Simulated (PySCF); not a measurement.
**1,1,1,2,2,3,3,4-octafluorobutane (C₄H₂F₈): NMR shifts in solvents**

Aim: compute the NMR shifts of 1,1,1,2,2,3,3,4-octafluorobutane (C₄H₂F₈) (`FCC(F)(F)C(F)(F)C(F)(F)F`), and see what a dielectric continuum does where one was used.

Programs: PySCF 2.14.0, with density-fitted response routines of our own. Each step states its level of theory. These are calculated values for one molecule, in the gas phase or a continuum, unless marked as measured. Atoms count from 0, in the outputs and in this text.

## (1) Starting geometry

14 atoms, charge 0, multiplicity 1; geometry from: GFN2-xTB.

Bonds of the start (Å): F0–C1 1.36, C1–C2 1.53, C2–F3 1.35, C2–F4 1.35, C2–C5 1.56, C5–F6 1.35, C5–F7 1.35, C5–C8 1.56, C8–F9 1.33, C8–F10 1.33, C8–F11 1.33, C1–H12 1.10, C1–H13 1.10.

## (2) Geometry optimisation at PBE0-D3(BJ)/def2-SVP

Job settings and geometry (Å):

```
{"job": {"xc": "PBE0", "basis": "def2-SVP", "d3": "d3bj", "grid": 1, "kind": "geom"}, "charge": 0, "multiplicity": 1}
F     -2.921849     0.801642    -0.273307
C     -1.965967    -0.128964    -0.029348
C     -0.584952     0.540247    -0.008475
F     -0.319016     1.147094    -1.182625
F     -0.520376     1.494709     0.941554
C      0.524672    -0.516291     0.269366
F      0.470712    -1.473490    -0.679122
F      0.270276    -1.125297     1.445441
C      1.972644     0.055013     0.312324
F      2.102976     0.962683     1.271465
F      2.839859    -0.922845     0.554113
F      2.302623     0.616591    -0.843760
H     -2.001965    -0.872702    -0.832424
H     -2.170316    -0.578864     0.948004
```

Command:

```console
OMP_NUM_THREADS=1 python probes_run.py task.json out
```

The driver reads the jobs from task.json and runs them one after another.

What it wrote:

```text
step   0  E = -950.72324406  max force = 0.011410
step   1  E = -950.72200049  max force = 0.012576
step   2  E = -950.72440050  max force = 0.006160
step   3  E = -950.72516259  max force = 0.002864
step   4  E = -950.72520279  max force = 0.001012
step   5  E = -950.72520811  max force = 0.000283
optimisation converged
```

Run time: 1.7 min. Hardware: 1 thread, shared host.

Step by step: (the energy doesn't fall at every step)

```csv
step,energy from step 0 (eV),largest force component (eV/Å)
0,0.0000,0.5867
1,0.0338,0.6467
2,-0.0315,0.3168
3,-0.0522,0.1473
4,-0.0533,0.0520
5,-0.0534,0.0146
```

Distances of close pairs at the start and the end, largest changes first:

```csv
bond,before (Å),after (Å),change (Å)
C1–C2,1.535,1.519,-0.015
C2–C5,1.557,1.543,-0.015
C5–C8,1.557,1.545,-0.012
C5–F6,1.349,1.343,-0.006
C5–F7,1.349,1.343,-0.006
C1–H13,1.095,1.101,+0.006
C1–H12,1.095,1.101,+0.006
C8–F9,1.327,1.322,-0.004
```

The final coordinates are the input of the step that follows.

```csv
at the end point,value
point group (found at 0.08 Å tolerance),Cs
"rotational constants (GHz, main isotopes)","1.653, 0.677, 0.648"
dipole moment (D),1.74
```

## (3) Shielding tensors: PBE0/pcSseg-1 in dichloromethane

Job settings and geometry (Å):

```
{"job": {"kind": "nmr", "xc": "PBE0", "basis": "pcSseg-1", "solvent": "dichloromethane", "pop": true}, "charge": 0, "multiplicity": 1}
F     -1.590194     2.535668    -0.402954
C     -1.529050     1.195841    -0.199936
C     -0.079642     0.794938     0.016137
F      0.658143     1.134304    -1.054947
F      0.420783     1.433787     1.087683
C      0.056697    -0.724649     0.243594
F     -0.440468    -1.358175    -0.830989
F     -0.678441    -1.057895     1.316855
C      1.490147    -1.253718     0.475696
F      2.026575    -0.694898     1.547549
F      1.430320    -2.565398     0.660166
F      2.254184    -1.004386    -0.574539
H     -1.920803     0.658675    -1.077277
H     -2.111305     0.918533     0.692251
```

Level: GIAO PBE0/pcSseg-1 NMR shielding, non-relativistic, IEF-PCM dichloromethane.

What it wrote:

```text
coarse grid: 14272 points
cycle   1  E = -950.9539951263  dE =  2.188e+00  |g| = 1.349e+00  |ddm| = 3.316e+00
cycle   2  E = -950.5374215133  dE =  4.166e-01  |g| = 2.171e+00  |ddm| = 1.835e+00
cycle   3  E = -951.2499772989  dE = -7.126e-01  |g| = 6.887e-02  |ddm| = 1.176e+00
cycle   4  E = -951.2504259740  dE = -4.487e-04  |g| = 4.646e-02  |ddm| = 5.871e-02
cycle   5  E = -951.2507454844  dE = -3.195e-04  |g| = 1.183e-02  |ddm| = 2.795e-02
cycle   6  E = -951.2507639528  dE = -1.847e-05  |g| = 2.177e-03  |ddm| = 6.555e-03
cycle   7  E = -951.2507646742  dE = -7.215e-07  |g| = 4.998e-04  |ddm| = 1.722e-03
final grid: 148408 points
cycle   8  E = -951.3721165369  dE = -7.352e-05  |g| = 8.245e-03  |ddm| = 2.619e-02
cycle   9  E = -951.3721049243  dE =  1.161e-05  |g| = 1.228e-02  |ddm| = 1.155e-02
cycle  10  E = -951.3721287252  dE = -2.380e-05  |g| = 6.467e-04  |ddm| = 6.295e-03
cycle  11  E = -951.3721287999  dE = -7.470e-08  |g| = 2.536e-04  |ddm| = 7.123e-04
cycle  12  E = -951.3721288115  dE = -1.167e-08  |g| = 5.421e-05  |ddm| = 1.926e-04
cycle  13  E = -951.3721288120  dE = -4.493e-10  |g| = 1.783e-05  |ddm| = 4.239e-05
converged SCF energy = -951.3721288120

GIAO shielding tensors (ppm)
atom      isotropic    diamagn.    paramagn.     s11        s22        s33       span
  0 F      461.824     466.697      -4.872    425.480    462.222    497.771     72.291
  1 C      104.130     243.986    -139.856     82.075     83.666    146.649     64.574
  2 C       65.943     241.469    -175.526     49.863     69.287     78.678     28.815
  3 F      322.385     474.396    -152.011    224.578    339.598    402.980    178.403
  4 F      322.097     473.670    -151.573    224.010    339.644    402.637    178.627
  5 C       72.335     244.876    -172.541     55.518     80.650     80.837     25.319
  6 F      322.299     474.176    -151.877    234.675    357.241    374.980    140.305
  7 F      322.515     473.478    -150.963    234.983    357.242    375.319    140.336
  8 C       60.904     242.322    -181.418     49.795     64.678     68.239     18.444
  9 F      269.100     471.823    -202.723    200.116    269.052    338.131    138.015
 10 F      271.607     468.520    -196.914    199.547    262.760    352.513    152.966
 11 F      268.959     472.609    -203.650    199.866    268.951    338.060    138.194
 12 H       26.164      27.421      -1.257     21.320     27.896     29.275      7.955
 13 H       26.165      27.270      -1.104     21.330     27.903     29.263      7.934
```

It took 36 s on 1 thread, shared host.

Shifts follow as δ = σ(reference) − σ, with reference shieldings (ppm) from runs at the same level and on the same kind of geometry: ¹H TMS 31.24, ¹³C TMS 185.3, ¹⁹F CFCl3 180.1. The references are single molecules in the same continuum, so shifts against H2O, NH3, PH3, H3PO4 or CFCl3 are not on the usual liquid scales and can be off by tens of ppm. Atoms listed in one row are averaged.

```csv
atoms,environment,σ (ppm),δ (ppm)
C8,CF3 carbon,60.9,124.4
C2,fully substituted sp3 carbon bonded to 2 F,65.9,119.4
C5,fully substituted sp3 carbon bonded to 2 F,72.3,113.0
C1,sp3 CH2 bonded to F,104.1,81.2
"H12, H13",hydrogen on an sp3 CH2 bonded to F,26.16,5.08
"F9, F10, F11",fluorine of a CF3 group,269.9,-89.8
"F3, F4",fluorine of a CF2 group,322.2,-142.2
"F6, F7",fluorine of a CF2 group,322.4,-142.3
F0,fluorine on an sp3 carbon,461.8,-281.7
```

Charges from the same density, by scheme (e):

```csv
atoms,Mulliken,IAO,Hirshfeld,ESP fit
F0,-0.32,-0.30,-0.11,-0.20
C1,0.22,0.01,0.01,-0.01
C2,0.41,0.53,0.15,0.37
"F3, F4",-0.28,-0.28,-0.09,-0.17
C5,0.36,0.50,0.14,0.03
"F6, F7",-0.27,-0.27,-0.07,-0.11
C8,0.86,0.80,0.24,0.57
"F9, F10, F11",-0.25,-0.26,-0.08,-0.16
```

Mayer bond orders: F0–C1 0.91, C1–C2 0.96, C2–F3 0.96, C2–F4 0.96, C2–C5 0.86, C5–F6 0.95, C5–F7 0.95, C5–C8 0.91, C8–F9 1.03, C8–F10 1.02, C8–F11 1.03.

## (4) Shielding tensors: PBE0/pcSseg-1 in water

The job, as its differences from that of step 3:

```diff
@@ -1,2 +1,2 @@
-{"job": {"kind": "nmr", "xc": "PBE0", "basis": "pcSseg-1", "solvent": "dichloromethane", "pop": true}, "charge": 0, "multiplicity": 1}
+{"job": {"kind": "nmr", "xc": "PBE0", "basis": "pcSseg-1", "solvent": "water", "pop": false}, "charge": 0, "multiplicity": 1}
 F     -1.590194     2.535668    -0.402954
```

Method: GIAO PBE0/pcSseg-1 NMR shielding, non-relativistic, IEF-PCM water.

What it wrote:

```text
coarse grid: 14272 points
cycle   1  E = -950.9561183044  dE =  2.186e+00  |g| = 1.347e+00  |ddm| = 3.316e+00
cycle   2  E = -950.5457976431  dE =  4.103e-01  |g| = 2.160e+00  |ddm| = 1.819e+00
cycle   3  E = -951.2509622239  dE = -7.052e-01  |g| = 6.907e-02  |ddm| = 1.163e+00
cycle   4  E = -951.2514134456  dE = -4.512e-04  |g| = 4.643e-02  |ddm| = 5.826e-02
cycle   5  E = -951.2517306113  dE = -3.172e-04  |g| = 1.174e-02  |ddm| = 2.771e-02
cycle   6  E = -951.2517487933  dE = -1.818e-05  |g| = 2.137e-03  |ddm| = 6.567e-03
cycle   7  E = -951.2517494920  dE = -6.987e-07  |g| = 4.869e-04  |ddm| = 1.695e-03
final grid: 148408 points
cycle   8  E = -951.3730982159  dE = -7.352e-05  |g| = 8.244e-03  |ddm| = 2.618e-02
cycle   9  E = -951.3730867365  dE =  1.148e-05  |g| = 1.225e-02  |ddm| = 1.151e-02
cycle  10  E = -951.3731104042  dE = -2.367e-05  |g| = 6.452e-04  |ddm| = 6.259e-03
cycle  11  E = -951.3731104787  dE = -7.446e-08  |g| = 2.519e-04  |ddm| = 7.043e-04
cycle  12  E = -951.3731104902  dE = -1.151e-08  |g| = 5.490e-05  |ddm| = 1.903e-04
cycle  13  E = -951.3731104906  dE = -4.666e-10  |g| = 1.772e-05  |ddm| = 4.243e-05
converged SCF energy = -951.3731104906

GIAO shielding tensors (ppm)
atom      isotropic    diamagn.    paramagn.     s11        s22        s33       span
  0 F      462.816     466.844      -4.028    426.121    463.100    499.228     73.106
  1 C      103.962     243.987    -140.025     81.991     83.285    146.609     64.618
  2 C       65.803     241.550    -175.747     49.664     69.273     78.473     28.809
  3 F      322.868     474.481    -151.613    225.013    339.957    403.634    178.621
  4 F      322.566     473.748    -151.182    224.431    339.990    403.278    178.847
  5 C       72.340     244.824    -172.484     55.466     80.673     80.882     25.416
  6 F      322.133     474.175    -152.042    234.558    357.175    374.666    140.108
  7 F      322.335     473.475    -151.139    234.843    357.165    374.998    140.156
  8 C       60.888     242.356    -181.468     49.863     64.597     68.205     18.343
  9 F      269.374     471.855    -202.481    200.340    269.424    338.357    138.017
 10 F      271.730     468.537    -196.807    199.590    262.982    352.618    153.028
 11 F      269.243     472.642    -203.399    200.101    269.335    338.294    138.193
 12 H       26.101      27.346      -1.245     21.254     27.836     29.213      7.959
 13 H       26.102      27.195      -1.092     21.263     27.843     29.201      7.938
```

It took 34 s on 1 thread, shared host.

This run: δ C8 124.6, C2 119.7, C5 113.2, C1 81.5, H12 5.14 ppm (means over like atoms).

## (5) Comparing the runs: NMR shifts

Shifts (ppm) of some atoms, chosen among heavy atoms and hydrogens apart, means over like atoms, with basis size and wall time:

```csv
run,C2,C1,H12,F9,F6,F0,functions,time
PBE0/pcSseg-1 in dichloromethane,119.4,81.2,5.08,-89.8,-142.3,-281.7,214,36 s
PBE0/pcSseg-1 in water,119.7,81.5,5.14,-89.5,-141.6,-282.2,214,34 s
```

The continuum's effect on the ground state:

```csv
solvent,ε,polarisation energy (Eh),μ (D)
dichloromethane,8.93,-0.0055,2.23
water,78.36,-0.0067,2.31
```

## (6) Outcome

| quantity | value |
| --- | --- |
| point group | Cs |
| rotational constants (main isotopes) | 1.65, 0.68, 0.65 GHz |
| ¹³C shifts against TMS (PBE0/pcSseg-1, dichloromethane) | 124.4, 119.4, 113.0, 81.2 ppm |
| ¹H shifts against TMS (PBE0/pcSseg-1, dichloromethane, means over atoms taken as alike) | 5.08 ppm |
| ¹⁹F shifts against CFCl3 (PBE0/pcSseg-1, dichloromethane, means over atoms taken as alike) | -89.8, -142.2, -142.3, -281.7 ppm |
| range of the shift of F6 | -142.3 to -141.6 ppm |

Relaxing lowered the energy by 0.053 eV in 5 steps; the close pair that moved most is C1–C2, from 1.535 to 1.519 Å. At PBE0/pcSseg-1: Shielding is most anisotropic at F3, F4 (span 179 ppm, paramagnetic term -152 ppm). Across the 2 runs the shift of F6 (with its like atoms) moves most, between -142.3 (PBE0/pcSseg-1 in dichloromethane) and -141.6 ppm (PBE0/pcSseg-1 in water). Most of that comes from the computed reference, not from the atom's own shielding. The continuum holds electrostatics alone: no hydrogen bonds to the solvent, and the gas-phase geometry is kept.
